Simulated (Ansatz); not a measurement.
# CH6BFGeSi: up Jacob's ladder to CCSD(T)

Aim: compute CH6BFGeSi with functionals from several rungs and with coupled cluster. The yardstick is the atomisation energy at the CCSD(T) limit.

Program: Ansatz 0.2.0, Gaussian basis. Level of theory: functionals in def2-TZVPP, the program's frozen cores in correlated methods. These are calculated values, not measurements.

Plan: LDA (SPW92), PBE-D4, revPBE-D4, BLYP-D4, r2SCAN-D4, B97M-V, PBE0-D4, B3LYP-D4, r2SCANh-D4, r2SCAN0-D4, HSE06-D4, BHLYP-D4, CAM-B3LYP-D4, LC-ωPBE, ωB97X-V, ωB97M-V, B2PLYP, PBE-QIDH; CCSD(T)/def2-SVP; CCSD(T)/def2-TZVPP; MP2/def2-QZVPP; extrapolation to the limit; RPA on PBE.

## (1) Structure used throughout

All runs share one geometry, relaxed beforehand with PBE0-D4 in a triple-zeta def2 set.

SMILES `[F][Ge]1([SiH3])[BH][CH2]1`, 11 atoms, charge 0, spin multiplicity 1.

Atoms are counted from 1 here; the program's logs count them from 0.

Bond lengths: F1–Ge2 1.753 Å, Ge2–Si3 2.395 Å, Ge2–B4 1.970 Å, Ge2–C5 2.367 Å, Si3–H6 1.484 Å, Si3–H7 1.485 Å, Si3–H8 1.484 Å, B4–C5 1.456 Å, B4–H9 1.186 Å, C5–H10 1.092 Å, C5–H11 1.090 Å. Angles: F1–Ge2–Si3 102.5°, F1–Ge2–B4 118.0°, F1–Ge2–C5 128.4°, Si3–Ge2–B4 133.4°, Si3–Ge2–C5 98.9°, B4–Ge2–C5 37.9°, Ge2–Si3–H6 107.7°, Ge2–Si3–H7 108.7°, Ge2–Si3–H8 109.8°, H6–Si3–H7 109.9°, H6–Si3–H8 110.0°, H7–Si3–H8 110.6°, Ge2–B4–C5 86.0°, Ge2–B4–H9 129.9°, C5–B4–H9 135.0°, Ge2–C5–B4 56.1°, Ge2–C5–H10 80.8°, Ge2–C5–H11 147.2° and more.

## (2) LDA

This LDA is Slater exchange with PW92 correlation.

The input, in.yaml:

```yaml
crystal:
  periodic: [false, false, false]
  atoms:
    - {symbol: F, position_ang: [-2.098743, -1.279574, 0.590377]}
    - {symbol: Ge, position_ang: [-0.903599, -0.000264, 0.496663]}
    - {symbol: Si, position_ang: [1.074659, -1.080471, 1.306776]}
    - {symbol: B, position_ang: [-1.218420, 1.466843, -0.779727]}
    - {symbol: C, position_ang: [0.005552, 1.025530, -1.432548]}
    - {symbol: H, position_ang: [0.852686, -1.416367, 2.735259]}
    - {symbol: H, position_ang: [2.217458, -0.140971, 1.179695]}
    - {symbol: H, position_ang: [1.327194, -2.317400, 0.527165]}
    - {symbol: H, position_ang: [-2.237601, 1.948550, -1.147407]}
    - {symbol: H, position_ang: [0.933485, 0.731780, -0.938336]}
    - {symbol: H, position_ang: [0.112528, 1.005444, -2.517417]}
basis:
  gaussian: {orbitals: def2-TZVPP}
hamiltonian: {xc: lda}
output: {orbitals: {seedname: orbitals}}
```

Launch:

```bash
$ ansatz run in.yaml --threads 4 --pin off --events-out ev --progress --plain --max-ram 10444MiB
```

The runs that follow: PBE-D4 (GGA); revPBE-D4 (GGA); BLYP-D4 (GGA); r2SCAN-D4 (meta-GGA); B97M-V (meta-GGA); B3LYP-D4 (hybrid); r2SCANh-D4 (hybrid); r2SCAN0-D4 (hybrid); HSE06-D4 (hybrid); BHLYP-D4 (hybrid); CAM-B3LYP-D4 (range-separated); LC-ωPBE (range-separated); ωB97X-V (range-separated); ωB97M-V (range-separated); B2PLYP (double hybrid); PBE-QIDH (double hybrid); CCSD(T) in def2-SVP; CCSD(T) in def2-TZVPP; MP2 in def2-QZVPP; RPA on PBE orbitals.

Q: Predict the results of all the runs planned. Wanted: atomisation energy, CCSD(T)/CBS; farthest beyond LDA; mean size of error, GGA; mean size of error, meta-GGA; mean size of error, hybrid; mean size of error, range-separated; mean size of error, double hybrid; gap, smallest and largest; T1 diagnostic.

The runs gave:

| quantity | value |
| --- | --- |
| atomisation energy, CCSD(T)/CBS | 37.938 eV |
| functionals within 0.379 eV (1.0 %) | revPBE-D4, BLYP-D4, r2SCAN-D4, PBE0-D4, B3LYP-D4, r2SCANh-D4, r2SCAN0-D4, HSE06-D4, CAM-B3LYP-D4, LC-ωPBE, ωB97X-V, ωB97M-V, PBE-QIDH |
| farthest beyond LDA | BHLYP-D4 (-1.000 eV) |
| mean size of error, GGA | 0.321 eV |
| mean size of error, meta-GGA | 0.358 eV |
| mean size of error, hybrid | 0.239 eV |
| mean size of error, range-separated | 0.142 eV |
| mean size of error, double hybrid | 0.343 eV |
| gap, smallest and largest | 3.52 eV (BLYP-D4), 9.71 eV (LC-ωPBE) |
| T1 diagnostic | 0.0136 |
| triples share of the correlation energy | 4.0 % |

**Reading.** LDA overbinds by 5.341 eV (14 %). PBE-D4 misses by +0.621 eV. Double hybrids carry the basis error of their MP2 part in triple zeta, and no dispersion term here, so their miss is partly the set-up's. The rungs range-separated, hybrid, GGA, double hybrid, meta-GGA miss on average by less than the doubt on the reference (0.379 eV), so they tie. Misses under about 0.379 eV are within the doubt on the reference itself, which lacks core-valence correlation, relativity and higher excitations, and its outer-core shells are covered unevenly. Hartree-Fock recovers 73 % of the binding; the rest is correlation. CCSD(T) in def2-SVP is off by -2.348 eV, more than most functionals: a good method in a small basis is no reference. The gap grows from 3.5 to 9.7 eV across the functionals, mostly with the share of exact exchange. Correlated methods include outer-core shells of Ge, which these sets cover unevenly.
